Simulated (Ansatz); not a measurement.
# C2H7AlSi: how energies converge with the basis set

An exercise on one series of results from a longer session: the logs are not shown, and one member is left open.

Computed with Ansatz 0.2.0, Gaussian basis. Level: one geometry, several basis sets.

The runs, in order: PBE0-D4/def2-SVP; ωB97M-V/def2-SVP; PBE0-D4/def2-QZVPP; ωB97M-V/def2-QZVPP; the functionals' def2-TZVPP values are taken from earlier runs.

## Structure used throughout

All runs share one geometry, relaxed beforehand with PBE0-D4 in a triple-zeta def2 set.

11 atoms, charge 0, spin multiplicity 1.

Atoms are counted from 1 here; the program's logs count them from 0.

Bond lengths: Si1–C2 1.799 Å, Si1–Al4 2.551 Å, Si1–H5 1.482 Å, Si1–H6 1.492 Å, Si1–H7 1.613 Å, C2–C3 1.542 Å, C2–Al4 1.979 Å, C2–H8 1.084 Å, C3–Al4 1.931 Å, C3–H9 1.089 Å, C3–H10 1.090 Å, Al4–H7 1.857 Å, Al4–H11 1.570 Å. Angles: C2–Si1–Al4 50.6°, C2–Si1–H5 117.0°, C2–Si1–H6 124.4°, C2–Si1–H7 95.9°, Al4–Si1–H5 115.0°, Al4–Si1–H6 128.3°, Al4–Si1–H7 46.5°, H5–Si1–H6 110.0°, H5–Si1–H7 107.4°, H6–Si1–H7 96.9°, Si1–C2–C3 112.9°, Si1–C2–Al4 84.8°, Si1–C2–H8 122.5°, C3–C2–Al4 65.1°, C3–C2–H8 121.3°, Al4–C2–H8 133.8°, C2–C3–Al4 68.4°, C2–C3–H9 118.4° and more.

The first run:

Input file in.yaml:

```yaml
crystal:
  periodic: [false, false, false]
  atoms:
    - {symbol: Si, position_ang: [-0.522760, 1.055862, -0.813276]}
    - {symbol: C, position_ang: [-0.734769, -0.141622, 0.512078]}
    - {symbol: C, position_ang: [0.552116, -0.365052, 1.331362]}
    - {symbol: Al, position_ang: [0.681042, -1.159174, -0.423963]}
    - {symbol: H, position_ang: [-1.528631, 1.040408, -1.902033]}
    - {symbol: H, position_ang: [0.001632, 2.439631, -0.622204]}
    - {symbol: H, position_ang: [0.834734, 0.412524, -1.400747]}
    - {symbol: H, position_ang: [-1.708319, -0.403940, 0.909995]}
    - {symbol: H, position_ang: [1.098878, 0.507250, 1.685249]}
    - {symbol: H, position_ang: [0.419530, -1.084455, 2.139490]}
    - {symbol: H, position_ang: [0.971948, -2.358333, -1.395453]}
basis:
  gaussian: {orbitals: def2-SVP}
hamiltonian: {xc: pbe0, dispersion: d4}
output: {orbitals: {seedname: orbitals}}
```

Command:

```bash
$ ansatz run in.yaml --threads 2 --pin off --events-out ev --progress --plain --max-ram 4352MiB
```

Among the steps run: PBE0-D4 in def2-SVP; ωB97M-V in def2-SVP; PBE0-D4 in def2-QZVPP; ωB97M-V in def2-QZVPP.

One table of the session follows, with a row left open; its other results are not shown here.

It belongs to the step «Density functionals: the series». 

| functional | basis | HOMO (eV) |
| --- | --- | --- |
| PBE0-D4 | def2-SVP | -5.83 |
| PBE0-D4 | def2-TZVPP | -5.84 |
| PBE0-D4 | def2-QZVPP | -5.84 |
| ωB97M-V | def2-SVP | ? |
| ωB97M-V | def2-TZVPP | -7.90 |
| ωB97M-V | def2-QZVPP | -7.91 |

**Question.** Estimate the row for ωB97M-V, def2-SVP.

As computed: HOMO (eV): -7.86. In the column «HOMO (eV)» it lies between ωB97M-V, def2-TZVPP (-7.90) and PBE0-D4, def2-TZVPP (-5.84).
